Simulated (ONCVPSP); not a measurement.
# An ONCV potential for Hg, from input to tests

Aim: build the potential from the settings below, then test how well it stands in for the atom: other configurations, scattering, ghost states and the plane-wave cutoff that it needs.

Method: ONCVPSP 4.0.1.1 (patched build), PBE, scalar-relativistic.

### 1 Settings

The settings as typed:

* element: mercury (Hg, Z = 80)
* type: optimised norm-conserving Vanderbilt (ONCV)
* frozen core: [Kr] 4d10 4f14
* valence charge: 20
* reference configuration: 5s2 5p6 5d10 6s2
* partial waves: 5s+6s: rc 1.40 bohr, ncon 4, nbas 8, qcut 9.8 1/bohr, 2 projectors; 5p: rc 1.45 bohr, ncon 3, nbas 6, qcut 11.2 1/bohr, 2 projectors, debl 2.1 Ha; 5d: rc 2.05 bohr, ncon 4, nbas 8, qcut 6.9 1/bohr, 2 projectors, debl 2 Ha
* local potential: polynomial inside 1.35 bohr (lpopt 5, dvloc0 0 Ha)
* core correction: not asked for

The nodes and maxima of the atom's own shells, from an earlier all-electron run, set the scale for the radii.

All-electron outer shells of the reference configuration (PBE, scalar-relativistic, ld1.x):

```csv
shell,level (eV),outermost node (bohr),outermost maximum (bohr)
5s,-118.18,0.47,0.82
4f,-95.89,–,0.37
5p,-66.52,0.51,0.93
5d,-9.86,0.55,1.17
6s,-6.82,1.08,2.21
6p,-1.05,1.28,3.34
```

### 2 Generation

Hg.dat reads:

```
# ATOM AND REFERENCE CONFIGURATION
# atsym  z   nc   nv     iexc    psfile
  Hg 80.00   10    4        4      upf
#
#   n    l    f
    1    0    2.00
    2    0    2.00
    2    1    6.00
    3    0    2.00
    3    1    6.00
    3    2   10.00
    4    0    2.00
    4    1    6.00
    4    2   10.00
    4    3   14.00
    5    0    2.00
    5    1    6.00
    5    2   10.00
    6    0    2.00
#
# PSEUDOPOTENTIAL AND OPTIMIZATION
# lmax
    2
#
#   l,   rc,      ep,       ncon, nbas, qcut
    0    1.40    0.00    4    8    9.80
    1    1.45    0.00    3    6   11.20
    2    2.05    0.00    4    8    6.90
#
# LOCAL POTENTIAL
# lloc, lpopt,  rc(5),   dvloc0
    4    5    1.35    0.00
#
# VANDERBILT-KLEINMAN-BYLANDER PROJECTORs
# l, nproj, debl
    0    2    2.00
    1    2    2.10
    2    2    2.00
#
# MODEL CORE CHARGE
# icmod, fcfact, rcfact
    0    0.00    0.00
#
# LOG DERIVATIVE ANALYSIS
# epsh1, epsh2, depsh
   -6.00    5.00    0.04
#
# OUTPUT GRID
# rlmax, drl
    6.00    0.01
#
# TEST CONFIGURATIONS
# ncnf
    4
# nvcnf
#   n    l    f
    4
    5    0    2.00
    5    1    6.00
    5    2   10.00
    6    0    1.00
#
    4
    5    0    2.00
    5    1    6.00
    5    2   10.00
    6    0    0.00
#
    4
    5    0    2.00
    5    1    6.00
    5    2    9.00
    6    0    0.00
#
    4
    5    0    2.00
    5    1    6.00
    5    2   10.00
    6    0    1.50
#
```

Started as:

```
$ oncvpsp.x < Hg.dat > Hg.out
```

Before running it: what results should come out? Wanted: cutoffs for 1 and 0.1 mHa per electron, occupied waves; bound ghosts; GHOST(+) flags; configuration tests; largest phase difference near zero energy, channels read; projector energies reset by the program.

The runs gave:

| quantity | value |
| --- | --- |
| cutoffs for 1 and 0.1 mHa per electron, occupied waves | 37 Ha and 44 Ha |
| bound ghosts | s at -7.11 eV |
| GHOST(+) flags | none at low energy |
| configuration tests | no usable energy difference |
| largest phase difference near zero energy, channels read | 3.142 rad |
| projector energies reset by the program | p: -2.444, 0.250 Ha |

In words: A bound ghost (s) makes it unfit for use: electrons can fall into a state that the atom doesn't have. Of the tests 4 gave no usable energy difference, which is a warning in itself. The potential is hard: the looser tolerance needs 37 Ha. Near zero energy the largest phase difference among the channels read is 3.14 rad, in the s channel. A step near π is an extra or missing state, not a misfit of shape. The pseudo curves have a pole with no partner nearby in the atom's: s at -0.24 Ha. Note that the frozen 4f shell (-96 eV) lies higher than the valence 5s shell (-118 eV). These are tests on the free atom; a crystal test is still owed.
